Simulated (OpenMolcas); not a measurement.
**Ce²⁺ among point charges: CASSCF levels and susceptibility**

Aim: the splitting of the states of Ce²⁺ in the field of 8 point charges, its lowest levels with spin-orbit coupling and its magnetic susceptibility.

The numbers are computed with OpenMolcas 26.06 (state-averaged CASSCF, spin-orbit coupling by RASSI with atomic mean-field integrals), except any that are marked as measured or tabulated.

1 further run of the same task is left out (it didn't finish).

## Step 1: The atom as given

```
Species                           : Ce²⁺ (cerium, Z = 58, 56 electrons)
Basis                             : ANO-RCC-VTZP [8s7p5d3f2g1h], 104 functions
Scalar Hamiltonian                : DKH2, point nucleus
Inactive shells                   : 1s 2s 2p 3s 3p 3d 4s 4p 4d 5s 5p
Active space                      : 2 electrons in 7 orbitals (4f)
Some configurations of this space : 4f2
Orbitals                          : optimised for the highest spin of each parity, averaged over all roots
```

Outer shells as boxes (Hund's rule):

4f2
```
4f [↑ ][↑ ][  ][  ][  ][  ][  ]
```

The ion sits among 8 point charges of -2 e arranged as a cube (Oh), 2.85 Å from the ion. The active orbitals were held to one l.

The work runs as a chain of OpenMolcas steps in one folder; each step below is one input file. Labels, J, g values, rates, χT and fits are worked out afterwards by a script from the matrices that RASSI stores. The input lists half of the charges; inversion (Group=XYZ) makes the rest.

## Step 2: One- and two-electron integrals

The input, a.inp:

```
&GATEWAY
Coord
1

Ce 0.0 0.0 0.0
Basis=ANO-RCC-VTZP
Group=XYZ
NoMove
AngMom=0.0 0.0 0.0
AMFI
XField
4 Angstrom 0
1.645448 1.645448 1.645448 -2.000000
1.645448 1.645448 -1.645448 -2.000000
1.645448 -1.645448 1.645448 -2.000000
1.645448 -1.645448 -1.645448 -2.000000
&SEWARD
```

## Step 3: CASSCF: triplets of even parity, 21 roots

The input, a.inp:

```
&RASSCF
FileOrb=start.orb
Symmetry=1
Spin=3
nActEl=2 0 0
Inactive=15 12
Ras2=0 7
CIRoot=21 21 1
SDav=21
CIMx=300
Iter=120 100
PrWF=0.3
OrbListing=Nothing
MaxOrb=0
SupSym
0
1
21 13 14 15 16 17 18 19 29 30 31 32 33 34 35 36 37 38 39 40 41 42
LevShft=1.5
>>> COPY $Project.JobIph JOB001
```

start.orb holds the contracted functions of the basis, ordered by shell, or the orbitals of the step before.

## Step 4: Reference wave functions, singlets of even parity, 28 roots

The input, a.inp:

```
&RASSCF
FileOrb=start.orb
Symmetry=1
Spin=1
nActEl=2 0 0
Inactive=15 12
Ras2=0 7
CIRoot=28 28 1
SDav=28
CIMx=300
Iter=120 100
PrWF=0.3
OrbListing=Nothing
MaxOrb=0
CIOnly
SupSym
0
1
21 13 14 15 16 17 18 19 29 30 31 32 33 34 35 36 37 38 39 40 41 42
>>> COPY $Project.JobIph JOB002
```

## Step 5: State interaction with spin-orbit coupling

The input, a.inp:

```
&RASSI
NrOfJobIphs=2 21 27
1 2 3 4 5 6 7 8 9 10 11 12 13 14 15 16 17 18 19 20 21
1 2 3 4 5 6 7 8 9 10 11 12 13 14 15 16 17 18 19 20 21 22 23 24 25 26 27
IphNames
JOB001
JOB002
EJob
SpinOrbit
DIPRint=1.0
SOCoupling=1000.0
Subsets=2
Property=9
'ANGMOM' 1 'ANGMOM' 2 'ANGMOM' 3 'MLTPL  1' 1 'MLTPL  1' 2 'MLTPL  1' 3
'AMFI' 1 'AMFI' 2 'AMFI' 3
SOProperty=3
'ANGMOM' 1 'ANGMOM' 2 'ANGMOM' 3
```

Q: Predict the outcome of this session. Wanted: spin-free ground state; first state of the same spin within the active space; lowest level; next level.

The runs gave:

| quantity | value |
| --- | --- |
| method | CASSCF |
| spin-free ground state | 3T1, 3-fold in its orbital part |
| first state of the same spin within the active space | 3E at 39.1 cm⁻¹ |
| lowest level | 3-fold T2 |
| next level | 394.6 cm⁻¹ |
| χT at 300 K | 1.48 cm³ K/mol |
| effective moment at 300 K | 3.44 μB |

In words: The spin-free ground state (3T1) comes to 100 % from free-ion H terms and keeps the highest spin of the shell. The singlets rest on orbitals optimised for another spin in at least one step, which raises them against the optimised states. Not all states of the active space went into the spin-orbit step. Point charges carry no covalency, so the field is a model and not that of real ligands.
